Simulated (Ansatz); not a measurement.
# YbC: the cost of one run

Method: DFT PBE, scalar-relativistic, plane waves, PAW, in Ansatz 0.2.0.

4 further runs of the same task are left out: 4 that didn't finish. Runs told in other sessions of the task aren't counted.

## 1. The system as given

It takes space group P-6m2 (No. 187, hexagonal). The conventional cell has a = 3.430 Å, b = 3.430 Å, c = 3.098 Å, α = 90.00°, β = 90.00°, γ = 120.00°. Yb (site symmetry -6m2) has 6 C at 2.51 Å in its first shell of neighbours. Around C (site symmetry -6m2) lie 6 Yb at 2.51 Å.

As a file:

```
Yb C
1.0
     3.43017    0.00000    0.00000
    -1.71509    2.97062    0.00000
     0.00000    0.00000    3.09850
Yb C
1 1
Direct
  0.00000 0.00000 0.00000
  0.66667 0.33333 0.50000
```

An earlier run at PBE left this cell at 15.786 Å³/atom and 0.01 GPa (12×12×10 mesh).

The changes: atom 2 (C) moved 0.12 Å along x; atom 1 (Yb) moved 0.02 Å along x.

## 2. Atom 2 (C) moved 0.12 Å along x

input.yaml reads:

```yaml
crystal:
  lattice:
    - [3.4301748878, 0.0, 0.0]
    - [-1.7150874439, 2.9706185923, 0.0]
    - [0.0, 0.0, 3.0984987651]
  atoms:
    - { symbol: Yb, position: [0.0, 0.0, 0.0], spin: 0.05 }
    - { symbol: C, position: [0.7016503057, 0.3333333333, 0.5] }
basis:
  ecutwfc: 420
  ecutrho_ratio: 4
kpoints:
  mp_grid: { grid: [12, 12, 10] }
hamiltonian:
  xc: pbe
scf:
  occupations: { method: gaussian, width: 0.05 }
  lower_state_search: "off"
output:
  forces: true
  stress: true
  eigenvalues: true
  populations: true
  write_density: true
  write_potential: true
  elf: true
  volumetric_format: npy
magnetization:
  spin_polarized: true
checkpoint:
  read: start.run
  write: ck
  compress: false
  write_wavefunctions: false
  write_every: 100000
```

start.run holds the converged state of the cell before the atoms were moved.

Run with:

```
$ ansatz run input.yaml --threads 2 --pin off --max-ram 2662MiB --backend cpu --events-out ev --progress --plain --runs-dir out
```

**Question.** How long does this run take on 2 threads of Arm Neoverse V2, shared host, and how much memory does it need?

About 38 s, with a peak of 0.73 GiB.
